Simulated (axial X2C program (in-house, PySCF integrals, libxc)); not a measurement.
# CoK: properties at the nuclei

Aim: properties at the nuclei of CoK, with spin–orbit coupling in the Hamiltonian from the start.

Method: two-component X2C with atomic mean-field terms, Co dyall-cv3z, K dyall-cv3z; program: an in-house X2C program for linear molecules on PySCF integrals.

All values are calculated.

## 1. Input

The input, task.json:

```json
{"zs": [27, 19], "q": 0, "bas": ["dyall-cv3z", "dyall-cv3z"], "r0": 3.07, "levels": ["PBE0", "HF", "BHandHLYP", "r2SCAN", "PBE"], "nst": 3}
```

Keys: zs atomic numbers; q charge; bas basis sets; r0 starting distance in Å; levels methods (HF also brings MP2); nst determinants followed.

Run with:

```sh
$ python soeom.py task.json out
```

The runs that follow: Expectation values, lowest determinant; Expectation values, a higher determinant; Expectation values, a higher determinant.

What does the calculation give? Wanted: lowest determinant; Eeff magnitude; Ws magnitude Co; A∥/gI Co; qzz Co; higher determinant (for each run or level that gives them).

The runs gave:

```
                                        quantity                                            value
                              lowest determinant   Ω = 3 (excess of +ω over −ω: ω = 1/2, ω = 5/2)
                    Eeff magnitude (GV/cm), PBE0                                           0.0337
                     Ws magnitude Co (kHz), PBE0                                          0.00857
                            A∥/gI Co (MHz), PBE0                                              429
                             qzz Co (a.u.), PBE0                                             0.16
                              higher determinant   Ω = 4 (excess of +ω over −ω: ω = 3/2, ω = 5/2)
Eeff magnitude (GV/cm), PBE0, higher determinant                                           0.0115
 Ws magnitude Co (kHz), PBE0, higher determinant                                          0.00544
        A∥/gI Co (MHz), PBE0, higher determinant                                              415
         qzz Co (a.u.), PBE0, higher determinant                                            -1.06
                              higher determinant  Ω = 1 (excess of +ω over −ω: ω = -1/2, ω = 3/2)
Eeff magnitude (GV/cm), PBE0, higher determinant                                           0.0182
 Ws magnitude Co (kHz), PBE0, higher determinant                                         0.000461
        A∥/gI Co (MHz), PBE0, higher determinant                                              419
         qzz Co (a.u.), PBE0, higher determinant                                             2.65
```

**Reading.** In the first state, the effective field runs from 0.00632 to 0.114 GV/cm over the mean-field levels, so the levels don't agree on it. The expectation values come from single determinants, which for open shells can mix terms of unlike spin or miss the lowest Ω, so a determinant need not be a state. Eeff is the effective electric field on the electron dipole moment in this Ω state and Ws the scalar–pseudoscalar constant (defined with the proton number Z and per Ω); A∥ is the parallel hyperfine constant, which follows by multiplying with the nuclear g factor gI = μI/(I μN); qzz is the electric field gradient, eQq0 = 234.96 MHz × Q/barn × qzz; μ is positive if K is the positive end. The operators were transformed with the bare-nucleus X2C matrices.
